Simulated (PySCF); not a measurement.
# C₆H₁₃S radical: geometry, EPR parameters

Wanted: the EPR parameters of C₆H₁₃S radical (`C[CH]S[C@H](C)CC`), by calculation.

The runs use PySCF 2.14.0, with density-fitted response routines of our own; the level of theory stands in each step. All values are computed, except where a source is named. Atoms are numbered from 0 throughout.

## Step 1: The starting structure

20 atoms, charge 0, multiplicity 2; geometry from: GFN2-xTB.

Bonds of the start (Å): C0–C1 1.48, C1–S2 1.71, S2–C3 1.85, C3–C4 1.52, C3–C5 1.52, C5–C6 1.52, C0–H7 1.10, C0–H8 1.09, C0–H9 1.09, C1–H10 1.08, C3–H11 1.09, C4–H12 1.09, C4–H13 1.09, C4–H14 1.09, C5–H15 1.09, C5–H16 1.09, C6–H17 1.09, C6–H18 1.09, C6–H19 1.09.

## Step 2: Relaxing the molecule at PBE0-D3(BJ)/def2-SVP

The job: settings as JSON, then the geometry in Å.

```
{"job": {"xc": "PBE0", "basis": "def2-SVP", "d3": "d3bj", "grid": 1, "kind": "geom"}, "charge": 0, "multiplicity": 2}
C      3.054370     0.436240    -1.489200
C      1.897540     0.484490    -0.565330
S      0.389740    -0.161640    -1.058180
C     -0.481180    -0.244530     0.571840
C      0.040320    -1.439200     1.352600
C     -1.982630    -0.309440     0.322790
C     -2.521110     0.986790    -0.269290
H      3.133980     1.343070    -2.100550
H      3.983400     0.348580    -0.922310
H      2.965160    -0.415490    -2.160550
H      1.867070     1.239000     0.204900
H     -0.225740     0.684240     1.089580
H     -0.214940    -2.365630     0.842570
H      1.122940    -1.382250     1.448500
H     -0.397820    -1.457390     2.349270
H     -2.485120    -0.516810     1.271250
H     -2.194200    -1.138750    -0.355650
H     -2.037210     1.194670    -1.220650
H     -2.332270     1.821920     0.402560
H     -3.592600     0.913470    -0.435400
```

Command:

```console
$ OMP_NUM_THREADS=1 python probes_run.py task.json out
```

This one command runs all jobs of the session in turn.

**Question.** This job is followed by: UKS B3LYP, IGLO-III on C S, pcH-1 on H, non-relativistic, mean-field spin-orbit, GIAO. What will the session give for the following? point group; rotational constants (main isotopes); g(iso) (B3LYP); ⟨S²⟩; largest a(iso) (averaged by class); surface potential, 1st and 99th percentile.

**Answer**, as computed:

```
                             quantity                 value
                          point group                    C1
 rotational constants (main isotopes)  3.63, 1.19, 0.98 GHz
                       g(iso) (B3LYP)               2.00456
                                 ⟨S²⟩    0.755 (exact 0.75)
   largest a(iso) (averaged by class)  13C on C1, 108.9 MHz
surface potential, 1st and 99th percentile    -0.78 V and 0.72 V
```

What this shows: Relaxing lowered the energy by 0.072 eV in 10 steps; the close pair that moved most is C1–H10, from 1.079 to 1.096 Å. No frequency check was run at this level, so the end point may be a saddle. Most of the unpaired spin sits on C1 (0.83 e). The isotropic g lies 2.2 ppt above the free-electron value.
